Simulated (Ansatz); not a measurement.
# Cs: the cost of one run

Program: Ansatz 0.2.0. Level of theory: DFT PBEsol, scalar-relativistic, plane waves, PAW. These are calculated values, not measurements.

2 further runs of the same task are left out: 2 that didn't finish.

### 1 Starting point

It takes space group I4/mmm (No. 139, tetragonal). The conventional cell has a = 5.500 Å, b = 5.500 Å, c = 8.194 Å, α = 90.00°, β = 90.00°, γ = 90.00°.

As a file:

```
CELL_PARAMETERS angstrom
-2.75008 2.75008 4.09724
2.75008 -2.75008 4.09724
2.75008 2.75008 -4.09724
ATOMIC_POSITIONS crystal
Cs 0.00000 0.00000 0.00000
```

The structure comes from the Materials Project (structure only).

### 2 A change within a subgroup

What differs from the listed cell: strain xx, yy, zz, yz, xz, xy = +3.8, +3.8, +4.6, +0.0, +0.0, +2.0 %.

input.yaml

```yaml
crystal:
  lattice:
    - [-2.7998243251, 2.7998243251, 4.2865314209]
    - [2.7998243251, -2.7998243251, 4.2865314209]
    - [2.9098273435, 2.9098273435, -4.2865314209]
  atoms:
    - { symbol: Cs, position: [0.0, 0.0, 0.0] }
basis:
  ecutwfc: 420
kpoints:
  mp_grid: { grid: [10, 10, 10] }
hamiltonian:
  xc: pbesol
scf:
  occupations: { method: gaussian, width: 0.1 }
output:
  forces: true
  stress: true
  eigenvalues: true
  populations: true
```

The run is started by

```console
ansatz run input.yaml --threads 1 --pin off --max-ram 1331MiB --backend cpu --events-out ev --progress --plain --runs-dir out
```

**Question.** How long does this run take on 1 thread of an x86-64 CPU, shared host, and how much memory does it need?

About 6.7 s, with a peak of 0.57 GiB.
